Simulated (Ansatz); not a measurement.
# AlSn: rigid scan of one bond length from a Python script

How does the energy of AlSn change as one bond is stretched? A script is to give a rigid scan of one bond length; the system is AlSn.

All numbers are computed with Ansatz 0.2.0 through its Python package. Level of theory: B3LYP/def2-TZVP.

## Step 1: Starting point

Bond lengths: Al1–Sn2 2.545 Å.

The script holds or builds the structure itself.

## Step 2: The code

Contents of scan.py:

```python
'''Potential curve of AlSn along one bond.'''

import ansatz as az
from ase.data import atomic_masses, atomic_numbers
import numpy as np

BASIS_SET = 'def2-TZVP'
XC = 'B3LYP'


def main() -> None:
    geometry_ang = [
        ('Al', (0.0, 0.0, 0.0)),
        ('Sn', (0.0, 0.0, 2.545)),
    ]
    geometry = az.Crystal.molecule()
    for symbol, xyz in geometry_ang:
        geometry = geometry.atom(symbol, xyz)

    symbols = [site.symbol for site in geometry.cartesian_sites]
    start = np.array([site.position_ang for site in geometry.cartesian_sites])
    axis = (start[1] - start[0]) / np.linalg.norm(start[1] - start[0])
    moving = [1]
    lengths, energies = [2.24, 2.341, 2.443, 2.545, 2.647, 2.749, 2.85, 3.003], []
    for length in lengths:
        xyz = start.copy()
        xyz[moving] += (length - np.linalg.norm(start[1] - start[0])) * axis
        point = az.Crystal.molecule()
        for symbol, xyz in zip(symbols, xyz):
            point = point.atom(symbol, xyz.tolist())
        setup = (
            point.calculation()
            .basis(gaussian=BASIS_SET)
            .functional(XC)
            .spin('collinear', total=3)
            .scf(lower_state_search='light')
        )
        r = setup.run(threads=1, pin='off').report
        energies.append(r['free_energy_ev'])
        print(f'r = {length:6.3f} A  E = {energies[-1]:.5f} eV  <S^2> = {abs(r["mean_field"]["state"]["spin_squared"]):.3f}')

    # quartic fit about the minimum
    fit = np.polynomial.Polynomial.fit(lengths, np.array(energies) - min(energies), 4).convert()
    roots = [r.real for r in fit.deriv().roots() if abs(r.imag) < 1e-9 and fit.deriv(2)(r.real) > 0]
    r_e = min(roots, key=lambda r: abs(r - lengths[int(np.argmin(energies))]))
    print(f'minimum of the fit at {r_e:.4f} A, force constant {fit.deriv(2)(r_e):.2f} eV/A^2')
    m1, m2 = (atomic_masses[atomic_numbers[s]] for s in symbols)
    mu = m1 * m2 / (m1 + m2)
    print(f'harmonic wavenumber {521.4709 * np.sqrt(fit.deriv(2)(r_e) / mu):.0f} 1/cm, rotational constant {16.857629 / (mu * r_e ** 2):.4f} 1/cm')


if __name__ == '__main__':
    main()
```

## Step 3: Running it

Run with:

```
$ python scan.py
```

The program printed:

```text
r =  2.240 A  E = -12429.01382 eV  <S^2> = 3.752
r =  2.341 A  E = -12429.44203 eV  <S^2> = 3.752
r =  2.443 A  E = -12429.70506 eV  <S^2> = 3.752
r =  2.545 A  E = -12429.84541 eV  <S^2> = 3.753
r =  2.647 A  E = -12429.89861 eV  <S^2> = 3.753
r =  2.749 A  E = -12429.89085 eV  <S^2> = 3.753
r =  2.850 A  E = -12429.84189 eV  <S^2> = 3.753
r =  3.003 A  E = -12429.71856 eV  <S^2> = 3.753
minimum of the fit at 2.6802 A, force constant 5.02 eV/A^2
harmonic wavenumber 249 1/cm, rotational constant 0.1067 1/cm
```

Wall time 11 s (1 thread of Intel Xeon 6975P-C (Granite Rapids), shared host); peak memory 0.25 GiB.

Lines on the test bed's own set-up are left out of the output.

## Step 4: Run by run

One row for each of the 8 runs:

| run | distance (Å) | energy from run 5 (eV) | <S²> | SCF cycles | CPU time (s) |
| --- | --- | --- | --- | --- | --- |
| 1 | 2.24 | 0.8848 | 3.75 | 16 | 1.3 |
| 2 | 2.34 | 0.4566 | 3.75 | 17 | 1.3 |
| 3 | 2.44 | 0.1936 | 3.75 | 17 | 1.4 |
| 4 | 2.54 | 0.0532 | 3.75 | 17 | 1.4 |
| 5 | 2.65 | 0.0000 | 3.75 | 17 | 1.3 |
| 6 | 2.75 | 0.0078 | 3.75 | 17 | 1.3 |
| 7 | 2.85 | 0.0567 | 3.75 | 16 | 1.3 |
| 8 | 3.00 | 0.1801 | 3.75 | 20 | 1.4 |

## Step 5: Summary of results

| quantity | value |
| --- | --- |
| bond length at the fit's minimum | 2.6802 Å |
| runs compared | 8 |
| range of energy | 0.885 eV |
| lowest point, distance (Å) | 2.65 |

**Reading.** The lowest point is at 2.647 Å. At the shortest distance (2.24 Å) the energy is 0.88 eV higher, at the longest (3.00 Å) 0.18 eV. Notes:
- The basis set is modest, and single-reference methods fail as a bond breaks.
- def2 sets replace the cores of elements past krypton by effective core potentials.
- The species is open-shell (spin multiplicity 4).
- b3lyp holds the VWN-RPA fit, as in Gaussian; the form of ORCA and Turbomole is b3lyp5.
- The spin state was assumed, and another may lie lower.
